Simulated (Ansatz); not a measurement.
# ZrH4+ (doublet): the correlation ladder, def2-SVP

One table from this session's results is given with a row withheld; the runs are named, their logs left out.

Program: Ansatz 0.2.0, Gaussian basis. Level of theory: def2-SVP, core rule «outside noble gas», up to 4 orbitals frozen. These are calculated values, not measurements.

The runs, in order: UHF; CCSD(T) on ROHF; CCSD(T) on UHF; CISD as a restricted active space (open shells left free, so some higher excitations enter); CCSDT(Q) on ROHF; CCSDT(Q) on UHF.

20 further runs of the same task are left out: 11 for a known fault of the program, 3 that didn't finish, 6 set aside as unsound or not needed. Runs told in other sessions of the task aren't counted.

### The system

The geometry is a PBE0/def2-TZVP stationary point (not a proven minimum) of the parent state, kept for this charge and spin. No spin-orbit coupling is included. Elements past krypton take def2 core potentials.

5 atoms, charge 1, spin multiplicity 2.

Atoms are counted from 1 here; the program's logs count them from 0.

Bond lengths: Zr1–H2 1.844 Å, Zr1–H3 1.844 Å, Zr1–H4 1.844 Å, Zr1–H5 1.844 Å. Angles: H2–Zr1–H3 109.5°, H2–Zr1–H4 109.5°, H2–Zr1–H5 109.5°, H3–Zr1–H4 109.5°, H3–Zr1–H5 109.5°, H4–Zr1–H5 109.5°.

The first run:

Contents of in.yaml:

```yaml
crystal:
  periodic: [false, false, false]
  atoms:
    - {symbol: Zr, position_ang: [0.000000, 0.000000, 0.000000]}
    - {symbol: H, position_ang: [1.062984, 1.066304, 1.064342]}
    - {symbol: H, position_ang: [-1.066778, -1.062111, 1.064739]}
    - {symbol: H, position_ang: [-1.062307, 1.062780, -1.068534]}
    - {symbol: H, position_ang: [1.066101, -1.066973, -1.060547]}
basis:
  gaussian: {orbitals: def2-SVP}
total_charge: 1
magnetization: {spin_polarized: true, initial_magnetization: 1}
hamiltonian: {xc: hf}
output: {orbitals: {seedname: orbitals}}
```

Launch:

```sh
$ ansatz run in.yaml --threads 1 --pin off --events-out ev --progress --plain --max-ram 2393MiB
```

Among the steps run: UHF; CCSD(T) on ROHF; CCSD(T) on UHF; CISD as a restricted active space (open shells left free, so some higher excitations enter); CCSDT(Q) on ROHF; CCSDT(Q) on UHF.

One table of the session follows, with a row left open; its other results are not shown here.

```
   method  from UCCSDT(Q) (kJ/mol)
     ROHF                   +314.0
      UHF                   +312.6
     RMP2                    +82.8
     UMP2                    +81.5
    RCCSD                    +10.6
    UCCSD                    +10.0
 RCCSD(T)                        ?
 UCCSD(T)                     +3.2
   RCCSDT                     +0.8
   UCCSDT                     +0.2
RCCSDT(Q)                     +0.7
UCCSDT(Q)                        0
```

Estimate the missing values for RCCSD(T).

As computed: from UCCSDT(Q) (kJ/mol): +3.8. In the column «from UCCSDT(Q) (kJ/mol)» it lies between UCCSD(T) (+3.2) and UCCSD (+10.0).

Not comparable, so not listed: CISD as a restricted active space (open shells left free, so some higher excitations enter) (they don't share determinant, frozen orbitals or solution with the rows shown, or repeat one).

To keep in mind: Restricted and unrestricted rows rest on different reference determinants; a gap between their highest levels can come from leftover correlation error, from unlike frozen cores or from another state.
